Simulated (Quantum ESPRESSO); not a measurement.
# MgCu2S2 (R3m) in Quantum ESPRESSO: a series of runs

The runs below take MgCu2S2 through Wannier functions, with PBEsol.

Program: Quantum ESPRESSO 7.5. These are calculated values, not measurements. Logs are shortened: lines on timing, memory, paths and dates and some standing lists are left out, and cuts for length are marked.

## 1. The structure

Symmetry: R3m, No. 160, trigonal system. The conventional cell has a = 3.881 Å, b = 3.881 Å, c = 20.359 Å, α = 90.00°, β = 90.00°, γ = 120.00°. Cu (site symmetry 3m) has 3 S at 2.24 Å as nearest neighbours. Around Cu (site symmetry 3m) lie 4 S at 2.28 to 2.43 Å. S (site symmetry 3m) is surrounded by 4 Cu at 2.24 to 2.28 Å and 1 Mg at 2.40 Å. Around S (site symmetry 3m) lie 3 Cu at 2.43 Å and 3 Mg at 2.53 Å. Around Mg (site symmetry 3m) lie 4 S at 2.40 to 2.53 Å.

The cell comes from a database or a generator and needn't be the stable form of this composition.

(Part 1 of 3 ends here.)
